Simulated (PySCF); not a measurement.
# C₃H₄N₂OSi: electronic excitations at several levels of theory

How much do the electronic excitations of C₃H₄N₂OSi (`N#CC(C#N)O[SiH3]`) depend on the level of theory, and what does each level cost?

Computed with PySCF 2.14.0, with density-fitted response routines of our own, on a single molecule in the gas phase. Atoms count from 0, in the outputs and in this text.

## 1. Starting geometry

11 atoms, charge 0, multiplicity 1; geometry from: GFN2-xTB. The atoms were then displaced at random by about 0.01 Å, so the start is not that level's minimum.

Bonds of the start (Å): N0–C1 1.12, C1–C2 1.46, C2–C3 1.41, C3–N4 1.18, C2–O5 1.40, O5–Si6 1.65, C2–H7 1.11, Si6–H8 1.43, Si6–H9 1.47, Si6–H10 1.46.

## 2. Relaxing the molecule at PBE0-D3(BJ)/def2-SVP

Job settings and geometry (Å):

```
{"job": {"xc": "PBE0", "basis": "def2-SVP", "d3": "d3bj", "grid": 1, "shake": 0.01, "kind": "geom"}, "charge": 0, "multiplicity": 1}
N     -1.227640     2.192500     0.994590
C     -1.085830     1.134900     0.656500
C     -0.848820    -0.231190     0.206280
C     -1.990990    -0.693470    -0.487270
N     -2.951450    -1.066440    -1.054290
O      0.271570    -0.313390    -0.630710
Si     1.862350    -0.082330    -0.267660
H     -0.677040    -0.849960     1.110980
H      2.382800    -0.408360    -1.554890
H      2.235230    -0.997710     0.820960
H      2.067920     1.289640     0.189840
```

The run is started by

```bash
> OMP_NUM_THREADS=1 python probes_run.py task.json out
```

The driver reads the jobs from task.json and runs them one after another.

The program printed:

```text
step   0  E = -590.10761059  max force = 0.095978
step   1  E = -590.11877199  max force = 0.008516
step   2  E = -590.11989177  max force = 0.003469
step   3  E = -590.12028133  max force = 0.002645
step   4  E = -590.12039043  max force = 0.001963
step   5  E = -590.12042617  max force = 0.000744
step   6  E = -590.12043889  max force = 0.000562
step   7  E = -590.12045242  max force = 0.000835
step   8  E = -590.12046546  max force = 0.000947
step   9  E = -590.12047389  max force = 0.000588
step  10  E = -590.12047603  max force = 0.000113
optimisation converged
```

Wall time 73 s (1 thread of Arm Neoverse V1, shared host); peak memory 0.5 GiB.

Relaxation path:

| step | energy from step 0 (eV) | largest force component (eV/Å) |
| --- | --- | --- |
| 0 | 0.0000 | 4.9354 |
| 1 | -0.3037 | 0.4379 |
| 2 | -0.3342 | 0.1784 |
| 3 | -0.3448 | 0.1360 |
| 4 | -0.3478 | 0.1009 |
| 5 | -0.3487 | 0.0383 |
| 6 | -0.3491 | 0.0289 |
| 7 | -0.3494 | 0.0429 |
| 8 | -0.3498 | 0.0487 |
| 9 | -0.3500 | 0.0302 |
| 10 | -0.3501 | 0.0058 |

Close pairs (by a distance rule), those that changed most:

| bond | before (Å) | after (Å) | change (Å) |
| --- | --- | --- | --- |
| C2–C3 | 1.414 | 1.474 | +0.060 |
| Si6–H8 | 1.426 | 1.483 | +0.056 |
| O5–Si6 | 1.648 | 1.693 | +0.045 |
| N0–C1 | 1.119 | 1.156 | +0.036 |
| Si6–H10 | 1.461 | 1.489 | +0.028 |
| Si6–H9 | 1.470 | 1.494 | +0.024 |
| C1–C2 | 1.458 | 1.480 | +0.023 |
| C3–N4 | 1.176 | 1.155 | -0.021 |

The end geometry stands in the next job.

| at the end point | value |
| --- | --- |
| point group (found at 0.08 Å tolerance) | C1 |
| rotational constants (GHz, main isotopes) | 3.059, 1.557, 1.072 |
| dipole moment (D) | 4.18 |

## 3. Ultraviolet spectrum: PBE0/def2-SVP

Job settings and geometry (Å):

```
{"job": {"kind": "uv", "xc": "PBE0", "basis": "def2-SVP"}, "charge": 0, "multiplicity": 1}
N     -1.198020     2.163615     1.165510
C     -1.085690     1.103520     0.719091
C     -0.840597    -0.248175     0.167128
C     -2.058273    -0.752381    -0.493679
N     -3.000901    -1.181074    -1.005194
O      0.217713    -0.269204    -0.723654
Si     1.839466    -0.022140    -0.303440
H     -0.660702    -0.912515     1.039655
H      2.613740    -0.466958    -1.486991
H      2.133392    -0.854567     0.902184
H      2.077784     1.415056     0.004895
```

Level: TDDFT PBE0/def2-SVP, vertical, gas phase, core orbitals frozen in the response.

The program printed:

```text
coarse grid: 10576 points
cycle   1  E = -589.8747803993  dE =  9.051e-01  |g| = 8.531e-01  |ddm| = 3.817e+00
cycle   2  E = -589.2837580485  dE =  5.910e-01  |g| = 1.868e+00  |ddm| = 3.205e+00
cycle   3  E = -590.0198586849  dE = -7.361e-01  |g| = 2.501e-01  |ddm| = 2.215e+00
cycle   4  E = -590.0307569670  dE = -1.090e-02  |g| = 9.775e-02  |ddm| = 3.189e-01
cycle   5  E = -590.0327081284  dE = -1.951e-03  |g| = 1.676e-02  |ddm| = 1.262e-01
cycle   6  E = -590.0327773211  dE = -6.919e-05  |g| = 2.671e-03  |ddm| = 3.124e-02
cycle   7  E = -590.0327786681  dE = -1.347e-06  |g| = 1.231e-03  |ddm| = 3.610e-03
final grid: 100232 points
cycle   8  E = -590.1116610557  dE = -9.769e-06  |g| = 7.146e-03  |ddm| = 2.733e-02
cycle   9  E = -590.1116451592  dE =  1.590e-05  |g| = 1.157e-02  |ddm| = 2.304e-02
cycle  10  E = -590.1116705520  dE = -2.539e-05  |g| = 1.613e-03  |ddm| = 1.483e-02
cycle  11  E = -590.1116711024  dE = -5.504e-07  |g| = 4.752e-04  |ddm| = 1.515e-03
cycle  12  E = -590.1116711496  dE = -4.721e-08  |g| = 9.687e-05  |ddm| = 5.115e-04
cycle  13  E = -590.1116711504  dE = -7.634e-10  |g| = 7.587e-05  |ddm| = 1.146e-04
cycle  14  E = -590.1116711516  dE = -1.235e-09  |g| = 1.672e-05  |ddm| = 6.310e-05
cycle  15  E = -590.1116711516  dE = -6.207e-11  |g| = 2.288e-06  |ddm| = 1.881e-05
converged SCF energy = -590.1116711516

Static polarisability (au): isotropic 60.385, principal 46.897 63.704 70.555

Singlet excitations
state   eV       nm        f      main configurations
  1   6.7209    184.5   0.00078   H->L 0.93
  2   7.1206    174.1   0.00120   H-1->L 0.64, H-4->L 0.10
  3   7.2534    170.9   0.00417   H-2->L 0.48, H-3->L 0.20
  4   7.5489    164.2   0.01888   H-3->L 0.49, H-1->L 0.18, H-2->L 0.09
  5   7.7448    160.1   0.00277   H-4->L 0.31, H-2->L 0.12, H-1->L+1 0.09
  6   7.8754    157.4   0.01484   H-5->L 0.38, H->L+1 0.34
  7   7.9260    156.4   0.00349   H-4->L 0.21, H-2->L+1 0.20, H->L+1 0.16
  8   8.0545    153.9   0.00501   H->L+1 0.23, H-2->L+1 0.21, H-3->L+1 0.17
  9   8.1998    151.2   0.01078   H-5->L+1 0.33, H-2->L+3 0.14
 10   8.2641    150.0   0.00538   H-6->L 0.55, H->L+2 0.18

Triplet excitations (Tamm-Dancoff, eV): 5.9452 6.1088 6.3020 6.5024
```

It took 19 s on 1 thread of Arm Neoverse V1, shared host; peak memory 0.61 GiB.

The orbitals next to the gap, with their largest atomic shares:

| orbital | eV | atoms |
| --- | --- | --- |
| HOMO−3 | -10.34 | N4 31 %, C3 24 %, H9 11 % |
| HOMO−2 | -10.24 | N4 33 %, C3 24 %, N0 23 % |
| HOMO−1 | -10.00 | O5 29 %, N0 14 %, Si6 13 % |
| HOMO | -9.50 | O5 46 %, H10 13 %, Si6 12 % |
| LUMO | -1.27 | Si6 20 %, N0 17 %, N4 15 % |
| LUMO+1 | -0.33 | C1 21 %, N0 21 %, C3 16 % |
| LUMO+2 | 0.31 | Si6 41 %, C1 16 %, N0 14 % |

With each of the 10 states as a Gaussian band of 0.4 eV half-width at 1/e, the curve within the window shown has maxima at 158 nm (ε 1,700) L/(mol cm). Beyond the last state computed it falls off for lack of states. The curve at chosen wavelengths:

nm, ε (L/mol/cm) and a bar:
```
      145        400 #######
      147        665 ############
      150       1116 ###################
      152       1381 ########################
      154       1577 ############################
      156       1692 ##############################
      159       1718 ##############################
      161       1653 #############################
      163       1532 ###########################
      166       1272 ######################
      168       1070 ###################
      170        866 ###############
      172        676 ############
      175        439 ########
      177        320 ######
      179        230 ####
      181        164 ###
      184        100 ##
      186         72 #
      188         53 #
      191         33 #
      193         24 
      195         17 
      197         12 
      200          6 
      202          4
```

Ground-state properties from the same run:

| property | computed |
| --- | --- |
| dipole moment (D) | 4.18 |
| polarisability (Å³) | 8.95 |
| HOMO–LUMO gap (eV) | 8.22 |
| −ε(HOMO) (eV) | 9.50 |

## 4. TDDFT and polarisability: PBE0/def2-TZVP

The job, as its differences from that of step 3:

```diff
@@ -1,2 +1,2 @@
-{"job": {"kind": "uv", "xc": "PBE0", "basis": "def2-SVP"}, "charge": 0, "multiplicity": 1}
+{"job": {"kind": "uv", "xc": "PBE0", "basis": "def2-TZVP"}, "charge": 0, "multiplicity": 1}
 N     -1.198020     2.163615     1.165510
```

Level: TDDFT PBE0/def2-TZVP, vertical, gas phase, core orbitals frozen in the response.

The program printed:

```text
coarse grid: 10576 points
cycle   1  E = -590.4110137010  dE =  9.265e-01  |g| = 8.829e-01  |ddm| = 2.857e+00
cycle   2  E = -589.8091660574  dE =  6.018e-01  |g| = 1.926e+00  |ddm| = 2.070e+00
cycle   3  E = -590.5538020590  dE = -7.446e-01  |g| = 2.735e-01  |ddm| = 1.537e+00
cycle   4  E = -590.5654510541  dE = -1.165e-02  |g| = 1.199e-01  |ddm| = 2.158e-01
cycle   5  E = -590.5682435847  dE = -2.793e-03  |g| = 2.133e-02  |ddm| = 1.002e-01
cycle   6  E = -590.5683421987  dE = -9.861e-05  |g| = 3.033e-03  |ddm| = 2.359e-02
cycle   7  E = -590.5683438281  dE = -1.629e-06  |g| = 1.326e-03  |ddm| = 2.836e-03
final grid: 100232 points
cycle   8  E = -590.5589232393  dE = -3.301e-05  |g| = 7.471e-03  |ddm| = 7.341e-02
cycle   9  E = -590.5589072989  dE =  1.594e-05  |g| = 1.191e-02  |ddm| = 1.354e-02
cycle  10  E = -590.5589321798  dE = -2.488e-05  |g| = 1.731e-03  |ddm| = 8.803e-03
cycle  11  E = -590.5589327300  dE = -5.502e-07  |g| = 7.185e-04  |ddm| = 1.434e-03
cycle  12  E = -590.5589328277  dE = -9.772e-08  |g| = 1.645e-04  |ddm| = 5.992e-04
cycle  13  E = -590.5589328312  dE = -3.457e-09  |g| = 1.007e-04  |ddm| = 1.886e-04
cycle  14  E = -590.5589328332  dE = -2.061e-09  |g| = 2.477e-05  |ddm| = 6.670e-05
cycle  15  E = -590.5589328334  dE = -1.273e-10  |g| = 4.123e-06  |ddm| = 1.919e-05
converged SCF energy = -590.5589328334

Static polarisability (au): isotropic 68.827, principal 53.896 72.186 80.398

Singlet excitations
state   eV       nm        f      main configurations
  1   6.6181    187.3   0.00128   H->L 0.93
  2   7.0005    177.1   0.00149   H-1->L 0.66, H-4->L 0.08
  3   7.1203    174.1   0.00456   H-2->L 0.49, H-3->L 0.19
  4   7.4138    167.2   0.01870   H-3->L 0.50, H-1->L 0.16, H-2->L 0.11
  5   7.5996    163.1   0.00271   H-4->L 0.40, H-2->L 0.11, H-1->L+1 0.08
  6   7.7296    160.4   0.01521   H-5->L 0.47, H->L+1 0.19
  7   7.7880    159.2   0.00387   H->L+1 0.30, H-2->L+1 0.22, H-4->L 0.14
  8   7.9077    156.8   0.00455   H->L+1 0.26, H-2->L+1 0.18, H-3->L+1 0.14
  9   8.0412    154.2   0.00870   H-5->L+1 0.30, H-2->L+3 0.14, H->L+2 0.13
 10   8.1180    152.7   0.00316   H->L+2 0.50, H-6->L 0.14

Triplet excitations (Tamm-Dancoff, eV): 5.8764 6.0409 6.2162 6.4132
```

It took 66 s on 1 thread of Arm Neoverse V1, shared host; peak memory 0.92 GiB.

In short: HOMO -9.62 eV, LUMO -1.51 eV; lowest singlet 6.62 eV.

## 5. Excited states and response: PBE0/aug-cc-pVDZ

The job, as its differences from that of step 4:

```diff
@@ -1,2 +1,2 @@
-{"job": {"kind": "uv", "xc": "PBE0", "basis": "def2-TZVP"}, "charge": 0, "multiplicity": 1}
+{"job": {"kind": "uv", "xc": "PBE0", "basis": "aug-cc-pVDZ"}, "charge": 0, "multiplicity": 1}
 N     -1.198020     2.163615     1.165510
```

With the program's defaults for keys left out, this is: TDDFT PBE0/aug-cc-pVDZ, vertical, gas phase, core orbitals frozen in the response.

The program printed:

```text
coarse grid: 10576 points
cycle   1  E = -590.2981188478  dE =  9.749e-01  |g| = 8.386e-01  |ddm| = 1.034e+01
cycle   2  E = -589.7172857727  dE =  5.808e-01  |g| = 1.857e+00  |ddm| = 3.976e+00
cycle   3  E = -590.4367018009  dE = -7.194e-01  |g| = 2.477e-01  |ddm| = 3.024e+00
cycle   4  E = -590.4470483601  dE = -1.035e-02  |g| = 1.024e-01  |ddm| = 5.009e-01
cycle   5  E = -590.4491892618  dE = -2.141e-03  |g| = 1.832e-02  |ddm| = 1.814e-01
cycle   6  E = -590.4492732997  dE = -8.404e-05  |g| = 2.649e-03  |ddm| = 4.934e-02
cycle   7  E = -590.4492746874  dE = -1.388e-06  |g| = 1.175e-03  |ddm| = 8.780e-03
final grid: 100232 points
cycle   8  E = -590.4660133938  dE = -1.572e-05  |g| = 6.545e-03  |ddm| = 1.487e-01
cycle   9  E = -590.4660013919  dE =  1.200e-05  |g| = 1.035e-02  |ddm| = 2.973e-02
cycle  10  E = -590.4660216371  dE = -2.025e-05  |g| = 1.553e-03  |ddm| = 1.624e-02
cycle  11  E = -590.4660221382  dE = -5.011e-07  |g| = 5.070e-04  |ddm| = 3.394e-03
cycle  12  E = -590.4660221924  dE = -5.428e-08  |g| = 8.205e-05  |ddm| = 9.630e-04
cycle  13  E = -590.4660221937  dE = -1.300e-09  |g| = 3.162e-05  |ddm| = 2.281e-04
cycle  14  E = -590.4660221939  dE = -1.399e-10  |g| = 2.158e-05  |ddm| = 9.241e-05
converged SCF energy = -590.4660221939

Static polarisability (au): isotropic 73.277, principal 58.381 76.436 85.013

Singlet excitations
state   eV       nm        f      main configurations
  1   6.5468    189.4   0.00151   H->L 0.94
  2   6.9805    177.6   0.00199   H-1->L 0.69
  3   7.1018    174.6   0.00387   H-2->L 0.52, H-3->L 0.17
  4   7.3863    167.9   0.02138   H-3->L 0.48, H-1->L 0.17, H-2->L 0.10
  5   7.5681    163.8   0.00563   H-4->L 0.29, H->L+1 0.23, H-2->L 0.09
  6   7.6552    162.0   0.01011   H->L+1 0.52, H-5->L 0.11, H-4->L 0.11
  7   7.7405    160.2   0.01365   H-5->L 0.39, H-4->L 0.13, H-1->L+1 0.09
  8   7.8469    158.0   0.00504   H-2->L+1 0.23, H-3->L+1 0.09, H-2->L+2 0.09
  9   7.9919    155.1   0.00612   H->L+2 0.20, H-5->L+1 0.13, H->L+3 0.12
 10   8.0601    153.8   0.00719   H->L+3 0.23, H->L+2 0.17, H-5->L+1 0.09

Triplet excitations (Tamm-Dancoff, eV): 5.8788 6.0476 6.1666 6.4206
```

Wall time 43 s (1 thread of Arm Neoverse V1, shared host); peak memory 0.85 GiB.

This run: HOMO -9.56 eV, LUMO -1.55 eV; lowest singlet 6.55 eV.

## 6. Excited states and response: PBE0/6-31+G*

The job, as its differences from that of step 5:

```diff
@@ -1,2 +1,2 @@
-{"job": {"kind": "uv", "xc": "PBE0", "basis": "aug-cc-pVDZ"}, "charge": 0, "multiplicity": 1}
+{"job": {"kind": "uv", "xc": "PBE0", "basis": "6-31+G*"}, "charge": 0, "multiplicity": 1}
 N     -1.198020     2.163615     1.165510
```

Method: TDDFT PBE0/6-31+G*, vertical, gas phase, core orbitals frozen in the response.

The program printed:

```text
coarse grid: 10576 points
cycle   1  E = -590.3351302461  dE =  9.567e-01  |g| = 8.232e-01  |ddm| = 4.327e+00
cycle   2  E = -589.7762694458  dE =  5.589e-01  |g| = 1.821e+00  |ddm| = 2.966e+00
cycle   3  E = -590.4709590947  dE = -6.947e-01  |g| = 2.447e-01  |ddm| = 1.836e+00
cycle   4  E = -590.4812338378  dE = -1.027e-02  |g| = 9.832e-02  |ddm| = 3.254e-01
cycle   5  E = -590.4832258641  dE = -1.992e-03  |g| = 1.766e-02  |ddm| = 1.256e-01
cycle   6  E = -590.4833036793  dE = -7.782e-05  |g| = 2.444e-03  |ddm| = 3.479e-02
cycle   7  E = -590.4833048135  dE = -1.134e-06  |g| = 1.178e-03  |ddm| = 4.738e-03
final grid: 100232 points
cycle   8  E = -590.4173806745  dE = -1.446e-05  |g| = 6.749e-03  |ddm| = 4.654e-02
cycle   9  E = -590.4173676179  dE =  1.306e-05  |g| = 1.071e-02  |ddm| = 1.732e-02
cycle  10  E = -590.4173896244  dE = -2.201e-05  |g| = 1.599e-03  |ddm| = 1.178e-02
cycle  11  E = -590.4173901631  dE = -5.386e-07  |g| = 5.317e-04  |ddm| = 1.819e-03
cycle  12  E = -590.4173902222  dE = -5.912e-08  |g| = 9.512e-05  |ddm| = 6.461e-04
cycle  13  E = -590.4173902229  dE = -7.640e-10  |g| = 7.395e-05  |ddm| = 1.582e-04
cycle  14  E = -590.4173902240  dE = -1.093e-09  |g| = 2.535e-05  |ddm| = 7.376e-05
cycle  15  E = -590.4173902242  dE = -1.412e-10  |g| = 3.135e-06  |ddm| = 3.315e-05
converged SCF energy = -590.4173902242

Static polarisability (au): isotropic 66.726, principal 52.114 69.903 78.162

Singlet excitations
state   eV       nm        f      main configurations
  1   6.5902    188.1   0.00158   H->L 0.94
  2   7.0022    177.1   0.00216   H-1->L 0.67
  3   7.1175    174.2   0.00473   H-2->L 0.49, H-3->L 0.20
  4   7.4128    167.3   0.02334   H-3->L 0.49, H-1->L 0.17, H-2->L 0.10
  5   7.6086    163.0   0.00418   H-4->L 0.38, H-2->L 0.12, H->L+1 0.09
  6   7.7417    160.2   0.01243   H->L+1 0.56, H-5->L 0.21
  7   7.7790    159.4   0.01515   H-5->L 0.31, H-4->L 0.15, H->L+1 0.13
  8   7.8972    157.0   0.00435   H-2->L+1 0.22, H->L+2 0.11, H-2->L+2 0.09
  9   8.0514    154.0   0.00795   H->L+2 0.17, H-5->L+1 0.16, H-2->L+4 0.13
 10   8.1350    152.4   0.00602   H->L+2 0.34, H->L+3 0.10, H-6->L 0.10

Triplet excitations (Tamm-Dancoff, eV): 5.8809 6.0543 6.2078 6.4321
```

Wall time 23 s (1 thread of Arm Neoverse V1, shared host); peak memory 0.69 GiB.

This run: HOMO -9.62 eV, LUMO -1.56 eV; lowest singlet 6.59 eV.

## 7. Comparing the runs: electronic excitations

Excitations and ground-state properties, with basis size and wall time:

| run | lowest singlet (eV) | brightest (eV) | f | gap (eV) | α (Å³) | μ (D) | functions | time |
| --- | --- | --- | --- | --- | --- | --- | --- | --- |
| PBE0/def2-SVP | 6.72 | 7.55 | 0.019 | 8.22 | 8.95 | 4.18 | 122 | 19 s |
| PBE0/def2-TZVP | 6.62 | 7.41 | 0.019 | 8.11 | 10.20 | 4.29 | 247 | 66 s |
| PBE0/aug-cc-pVDZ | 6.55 | 7.39 | 0.021 | 8.01 | 10.86 | 4.34 | 201 | 43 s |
| PBE0/6-31+G* | 6.59 | 7.41 | 0.023 | 8.06 | 9.89 | 4.40 | 138 | 23 s |

## 8. Results

| quantity | value |
| --- | --- |
| point group | C1 |
| rotational constants (main isotopes) | 3.06, 1.56, 1.07 GHz |
| lowest singlet (PBE0/def2-SVP) | 6.72 eV (184 nm), f = 0.001 |
| brightest single state of those computed | state 4, 7.55 eV, f = 0.019 |
| lowest triplet | 5.95 eV |
| range of the lowest singlet | 6.55 to 6.72 eV |

In words: Single values in the summary come from the first sound run of each kind (PBE0/def2-SVP), which need not be the best level. The start of the PBE0/def2-SVP relaxation was shaken at random by about 0.01 Å, so part of the energy gained, and of the first lengths quoted, undoes that. Relaxing lowered the energy by 0.350 eV in 10 steps; the close pair that moved most is C2–C3, from 1.414 to 1.474 Å. The lowest singlet, at 6.72 eV, is HOMO→LUMO 0.93 and is dark; of the 10 states computed, the strongest absorption comes from state 4 at 7.55 eV. The lowest triplet lies 0.78 eV below the lowest singlet (triplets in Tamm-Dancoff, singlets in full TDDFT). The basis of PBE0/def2-SVP has no diffuse functions, so Rydberg states are missing and the high states are unreliable. The lowest singlet runs from 6.55 eV (PBE0/aug-cc-pVDZ) to 6.72 eV (PBE0/def2-SVP), while the orbital gap spans 8.01 to 8.22 eV. The lowest state need not be the same one in every run.
